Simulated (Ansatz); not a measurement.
The system is TaVN2.

```
CELL_PARAMETERS angstrom
3.04987 0.00000 0.00000
0.00000 3.04987 0.00000
0.00000 0.00000 4.29606
ATOMIC_POSITIONS crystal
Ta 0.00000 0.00000 0.00000
V 0.50000 0.50000 0.50000
N 0.50000 0.50000 0.00000
N 0.00000 0.00000 0.50000
```

The cell comes from a database or a generator and needn't be the stable form of this composition.

Base run:

* Program: Ansatz 0.2.0
* Functional: PBEsol
* Potentials or basis: Ansatz PAW
* Cutoff: 420 eV (not typed: the program's choice for these potentials)
* k mesh: 7 × 7 × 5
* Occupations: fermi-dirac, width 0.05 eV
* Spin: collinear spin, ferromagnetic start
* Starting moments: [0.0, 0.5, 0.0, 0.0] μB
* Fixed moment: 0.5 μB

Its results: pressure -12.0 GPa; site moments Ta -0.02; V +0.44; N +0.00 μB.

Problem. After a change of settings the same cell gave: pressure -0.4 GPa; site moments Ta +0.22; V +1.79; N +0.10, +0.09 μB. Which change was it?
A. fixed moment from 0.5 μB to 3 μB; moments at the start from [0.0, 0.5, 0.0, 0.0] to [0.0, 3.0, 0.0, 0.0]
B. fixed moment from 0.5 μB to 1 μB; moments at the start from [0.0, 0.5, 0.0, 0.0] to [0.0, 1.0, 0.0, 0.0]
C. fixed moment from 0.5 μB to 4 μB; moments at the start from [0.0, 0.5, 0.0, 0.0] to [0.0, 4.0, 0.0, 0.0]
D. fixed moment from 0.5 μB to 2.5 μB; moments at the start from [0.0, 0.5, 0.0, 0.0] to [0.0, 2.5, 0.0, 0.0]

Solution. A.

Caveats: the total moment is fixed, so each spin has its own Fermi level; the PAW data sets come from PBE, with cores solved anew for the run's functional, which leaves a small shift of forces and pressure; the thresholds are loose for stress.
